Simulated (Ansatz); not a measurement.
**H₆InNO₃: a ladder of functionals and wavefunction methods**

The task here is to estimate one member of a computed series from the others.

The runs use Ansatz 0.2.0, Gaussian basis; functionals in def2-TZVPP, the program's frozen cores in correlated methods.

Plan: LDA (SPW92), PBE-D4, revPBE-D4, BLYP-D4, r2SCAN-D4, B97M-V, PBE0-D4, B3LYP-D4, r2SCANh-D4, r2SCAN0-D4, HSE06-D4, BHLYP-D4, CAM-B3LYP-D4, LC-ωPBE, ωB97X-V, ωB97M-V, B2PLYP, PBE-QIDH; CCSD(T)/def2-SVP; CCSD(T)/def2-TZVPP; MP2/def2-QZVPP; extrapolation to the limit; RPA on PBE.

### The relaxed structure

The geometry comes from an earlier relaxation with PBE0-D4 in a triple-zeta def2 set; it is a stationary point, not always the lowest conformer. In takes the def2 core potential; no spin-orbit term is included.

SMILES `[NH3+][In-]([OH])([OH])[OH]`, 11 atoms, charge 0, spin multiplicity 1.

Atoms are counted from 1 here; the program's logs count them from 0.

Bond lengths: N1–In2 2.302 Å, N1–H6 1.014 Å, N1–H7 1.014 Å, N1–H8 1.014 Å, In2–O3 2.001 Å, In2–O4 2.001 Å, In2–O5 2.001 Å, O3–H9 0.959 Å, O4–H10 0.959 Å, O5–H11 0.959 Å. Angles: In2–N1–H6 109.9°, In2–N1–H7 110.0°, In2–N1–H8 110.0°, H6–N1–H7 109.0°, H6–N1–H8 109.0°, H7–N1–H8 109.0°, N1–In2–O3 96.2°, N1–In2–O4 96.1°, N1–In2–O5 96.3°, O3–In2–O4 118.8°, O3–In2–O5 118.8°, O4–In2–O5 118.9°, In2–O3–H9 112.3°, In2–O4–H10 112.3°, In2–O5–H11 112.3°.

The first run:

in.yaml

```yaml
crystal:
  periodic: [false, false, false]
  atoms:
    - {symbol: N, position_ang: [-1.411092, 0.564873, 0.533378]}
    - {symbol: In, position_ang: [0.605700, -0.247452, -0.223625]}
    - {symbol: O, position_ang: [1.189698, -1.039073, 1.519295]}
    - {symbol: O, position_ang: [1.353922, 1.524076, -0.778196]}
    - {symbol: O, position_ang: [-0.157039, -1.455490, -1.625067]}
    - {symbol: H, position_ang: [-1.435750, 1.573480, 0.433369]}
    - {symbol: H, position_ang: [-1.535209, 0.327089, 1.511083]}
    - {symbol: H, position_ang: [-2.170728, 0.161434, -0.003315]}
    - {symbol: H, position_ang: [2.003661, -0.647378, 1.842424]}
    - {symbol: H, position_ang: [1.555409, 1.557283, -1.715564]}
    - {symbol: H, position_ang: [0.066827, -2.375941, -1.473282]}
basis:
  gaussian: {orbitals: def2-TZVPP}
hamiltonian: {xc: lda}
output: {orbitals: {seedname: orbitals}}
```

Steps of the session up to this table: LDA; PBE-D4 (GGA); revPBE-D4 (GGA); BLYP-D4 (GGA); r2SCAN-D4 (meta-GGA); B97M-V (meta-GGA); PBE0-D4 (hybrid); B3LYP-D4 (hybrid); r2SCANh-D4 (hybrid); r2SCAN0-D4 (hybrid); HSE06-D4 (hybrid); BHLYP-D4 (hybrid); CAM-B3LYP-D4 (range-separated); LC-ωPBE-D4 (range-separated; the results give it without D4); ωB97X-V (range-separated); ωB97M-V (range-separated); B2PLYP (double hybrid); PBE-QIDH (double hybrid).

One table of the session follows, with a row left open; its other results are not shown here.

It belongs to the step «Orbital energies across the functionals». 

| functional | HOMO (eV) | gap (eV) |
| --- | --- | --- |
| LDA (SPW92) | -6.28 | 4.33 |
| PBE-D4 | -6.06 | 4.36 |
| revPBE-D4 | -5.97 | 4.40 |
| BLYP-D4 | -5.97 | 4.27 |
| r2SCAN-D4 | -6.41 | 5.07 |
| B97M-V | -6.47 | 4.90 |
| PBE0-D4 | -7.74 | 6.94 |
| B3LYP-D4 | -7.48 | 6.31 |
| r2SCANh-D4 | -7.04 | 6.02 |
| r2SCAN0-D4 | -8.00 | 7.43 |
| HSE06-D4 | -7.32 | 6.15 |
| BHLYP-D4 | -9.37 | 9.30 |
| CAM-B3LYP-D4 | -9.26 | 9.30 |
| LC-ωPBE | -10.62 | 12.03 |
| ωB97X-V | ? | ? |
| ωB97M-V | -10.22 | 11.08 |

Estimate the missing values for ωB97X-V.

The run gave: HOMO (eV): -10.26; gap (eV): 11.44. In the column «HOMO (eV)» it lies between LC-ωPBE (-10.62) and ωB97M-V (-10.22).
